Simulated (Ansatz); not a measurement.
# Nb5N: the cost of one run

Program: Ansatz 0.2.0. Level of theory: DFT PBE, scalar-relativistic, plane waves, PAW. These are calculated values, not measurements.

1 further run of the same task is left out (set aside as unsound or not needed).

## 1. The system as given

The structure is cubic, space group F-43m (No. 216). Conventional cell: a = 7.175 Å, b = 7.175 Å, c = 7.175 Å, α = 90.00°, β = 90.00°, γ = 90.00°. Nb (site symmetry -43m) has 12 Nb at 2.97 Å and 4 N at 3.11 Å in its first shell of neighbours. Around Nb (site symmetry 3m) lie 9 Nb at 2.52 to 2.97 Å and 3 N at 2.98 Å. Around N (site symmetry -43m) lie 16 Nb at 2.98 to 3.11 Å.

Coordinates:

```
CELL_PARAMETERS angstrom
0.00000 3.58764 3.58764
3.58764 0.00000 3.58764
3.58764 3.58764 0.00000
ATOMIC_POSITIONS crystal
Nb 0.25000 0.25000 0.25000
Nb 0.62426 0.12721 0.62426
Nb 0.62426 0.62426 0.12721
Nb 0.62426 0.62426 0.62426
Nb 0.12721 0.62426 0.62426
N 0.00000 0.00000 0.00000
```

A structure generator made this guess: species swapped into a database cell of Be5Pt (F-43m, No. 216), with Nb on the Be sites and N on the Pt sites. The dimensions are guesses.

## 2. The guess as it stands, on a coarse mesh

The input, input.yaml:

```yaml
crystal:
  lattice:
    - [0.0, 3.58763874, 3.58763874]
    - [3.58763874, 0.0, 3.58763874]
    - [3.58763874, 3.58763874, 0.0]
  atoms:
    - { symbol: Nb, position: [0.25, 0.25, 0.25] }
    - { symbol: Nb, position: [0.62426262, 0.12721214, 0.62426262] }
    - { symbol: Nb, position: [0.62426262, 0.62426262, 0.12721214] }
    - { symbol: Nb, position: [0.62426262, 0.62426262, 0.62426262] }
    - { symbol: Nb, position: [0.12721214, 0.62426262, 0.62426262] }
    - { symbol: "N", position: [0.0, 0.0, 0.0] }
basis:
  ecutwfc: 420
kpoints:
  mp_grid: { grid: [4, 4, 4] }
hamiltonian:
  xc: pbe
scf:
  occupations: { method: gaussian, width: 0.1 }
  lower_state_search: "off"
output:
  forces: true
  stress: true
  eigenvalues: true
```

Run with:

```sh
> ansatz run input.yaml --threads 1 --pin off --max-ram 2560MiB --backend cpu --events-out ev --progress --plain --runs-dir out
```

**Question.** How long does this run take on 1 thread of Arm Neoverse V1, shared host, and how much memory does it need?

About 2.5 s, with a peak of 0.3 GiB.
